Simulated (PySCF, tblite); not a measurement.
# C5H2FN3: geometry, infrared bands and NMR shifts

Aim: predict the infrared bands and NMR shifts of C5H2FN3 (`N#Cc1cc(F)cnn1`).

Programs: tblite 0.8.0 and PySCF 2.14.0, with density-fitted response routines of our own. Each step states its level of theory. These are calculated values for one molecule in the gas phase, unless marked as measured. Atoms count from 0, in the outputs and in this text.

**1. The molecule as given**

11 atoms, charge 0, multiplicity 1; geometry from: force field or distance geometry start.

Bonds of the start (Å): N0–C1 1.17, C1–C2 1.45, C2–C3 1.39, C3–C4 1.40, C4–F5 1.33, C4–C6 1.38, C6–N7 1.36, N7–N8 1.34, N8–C2 1.36, C3–H9 1.06, C6–H10 1.09.

**2. Optimising the geometry with GFN2-xTB**

The job: settings as JSON, then the geometry in Å.

```
{"job": {"kind": "relax", "xc": "GFN2-xTB", "basis": "xTB"}, "charge": 0, "multiplicity": 1}
N      3.588100     0.489400    -0.179300
C      2.448200     0.220100    -0.189400
C      1.047900    -0.150500    -0.157000
C      0.128400     0.814000     0.253000
C     -1.234400     0.477000     0.294900
F     -2.133200     1.382200     0.688300
C     -1.592400    -0.793200    -0.119600
N     -0.658700    -1.702400    -0.520600
N      0.644600    -1.390000    -0.546400
H      0.390900     1.791500     0.579100
H     -2.623900    -1.135500    -0.129000
```

Command:

```sh
> OMP_NUM_THREADS=1 python probes_run.py task.json out
```

The driver reads the jobs from task.json and runs them one after another.

**Question.** This job is followed by: GFN2-xTB harmonic vibrations, gas phase; GIAO PBE0/pcSseg-1 NMR shielding, non-relativistic, gas phase. What will the session give for the following? strongest single infrared mode (GFN2-xTB); zero-point energy (GFN2-xTB); 13C shifts against TMS (PBE0/pcSseg-1); 1H shifts against TMS (PBE0/pcSseg-1); 15N shifts against NH3 (PBE0/pcSseg-1); 19F shifts against CFCl3 (PBE0/pcSseg-1).

**Answer**, as computed:

| quantity | value |
| --- | --- |
| strongest single infrared mode (GFN2-xTB) | 1283 cm⁻¹, 145 km/mol |
| zero-point energy (GFN2-xTB) | 40.0 kcal/mol |
| 13C shifts against TMS (PBE0/pcSseg-1) | 171.1, 146.7, 144.2, 125.2, 121.2 ppm |
| 1H shifts against TMS (PBE0/pcSseg-1) | 9.71, 7.63 ppm |
| 15N shifts against NH3 (PBE0/pcSseg-1) | 481.3, 470.8, 327.1 ppm |
| 19F shifts against CFCl3 (PBE0/pcSseg-1) | -122.2 ppm |

In words: The optimisation took 27 steps and gained 0.281 eV; among the close pairs (by a distance rule), N7–N8 changed most, from 1.340 to 1.288 Å. No mode is imaginary among the 27: a minimum at this level. The strongest single mode, at 1283 cm⁻¹, is carried by C4, C2, N7, C6. GFN2-xTB is a fitted tight-binding method: band positions and strengths are rough. Its intensities can rank the bands wrongly. NICS(1)zz of -28 ppm above the planar ring from C2 marks a diatropic (aromatic) ring current.
